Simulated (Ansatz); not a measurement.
# AlGe (doublet): the correlation ladder at distance Ge1–Al2 = 2.719 Å, cc-pVDZ

An exercise on one series of results from a longer session: the logs are not shown, and one member is left open.

Program: Ansatz 0.2.0, Gaussian basis. Level of theory: cc-pVDZ, core rule «outside noble gas», up to 19 orbitals frozen. These are calculated values, not measurements.

To be run: UHF; CCSD(T) on ROHF; CCSD(T) on UHF; BCCD(T) on ROHF; CISD as a restricted active space (open shells left free, so some higher excitations enter); CCSDT(Q) on ROHF; CCSDT(Q) on UHF; CASSCF and MRCISD+Q, 3 electrons in 3 orbitals; CASSCF and NEVPT2, 3 electrons in 3 orbitals; CASSCF and MRCISD+Q, 7 electrons in 8 orbitals; CASSCF and NEVPT2, 7 electrons in 8 orbitals; Full CI.

34 further runs of the same task are left out: 4 for a known fault of the program, 24 that didn't finish, 6 set aside as unsound or not needed. Runs told in other sessions of the task aren't counted.

## The geometry

The geometry derives from a PBE0/def2-TZVP stationary point (not a proven minimum). One bond is set to the value named and the two fragments are kept rigid. No spin-orbit coupling is included. The filled d shell of Ge may be among the frozen orbitals whatever the setting's name suggests.

2 atoms, charge 0, spin multiplicity 2.

Atoms are counted from 1 here; the program's logs count them from 0.

Bond lengths: Ge1–Al2 2.719 Å.

Set-up of the first run:

Input file in.yaml:

```yaml
crystal:
  periodic: [false, false, false]
  atoms:
    - {symbol: Ge, position_ang: [0.000000, 0.000000, 0.000000]}
    - {symbol: Al, position_ang: [0.000000, 0.000000, 2.719000]}
basis:
  gaussian: {orbitals: cc-pVDZ}
magnetization: {spin_polarized: true, initial_magnetization: 1}
hamiltonian: {xc: hf}
output: {orbitals: {seedname: orbitals}}
```

Launch:

```bash
$ ansatz run in.yaml --threads 1 --pin off --events-out ev --progress --plain --max-ram 2393MiB
```

Among the steps run: UHF; CCSD(T) on ROHF; CCSD(T) on UHF; BCCD(T) on ROHF; CISD as a restricted active space (open shells left free, so some higher excitations enter); CCSDT(Q) on ROHF; CCSDT(Q) on UHF; CASSCF and MRCISD+Q, 3 electrons in 3 orbitals; CASSCF and NEVPT2, 3 electrons in 3 orbitals; CASSCF and MRCISD+Q, 7 electrons in 8 orbitals; CASSCF and NEVPT2, 7 electrons in 8 orbitals; Full CI.

One of the session's tables, all rows but one given; the rest of the session is left out.

| method | from FCI (meV) |
| --- | --- |
| ROHF | +3724.7 |
| RMP2 | +1103.6 |
| CISD | ? |
| RCCSD | +189.8 |
| RCCSD(T) | +73.7 |
| BCCD(T) | +74.0 |
| RCCSDT | +22.8 |
| RCCSDT(Q) | +8.6 |
| FCI | 0 |

Q: Estimate the row for CISD from the others.

**Answer.** from FCI (meV): +448.1. In the column «from FCI (meV)» it lies between RCCSD (+189.8) and RMP2 (+1103.6).

Left out of the table: CASSCF pair, NEVPT2 pair, MRCISD pair, MRCISD+Q pair, CASSCF valence, NEVPT2 valence, MRCISD valence, MRCISD+Q valence (the active space lost an orbital or holds another state than full CI finds).

Limits of these values: Left out of the table: UHF, UMP2, UCCSD, UCCSD(T), UCCSDT, UCCSDT(Q) (another determinant or state than the rows shown). Warnings in the runs' records: passed over end.
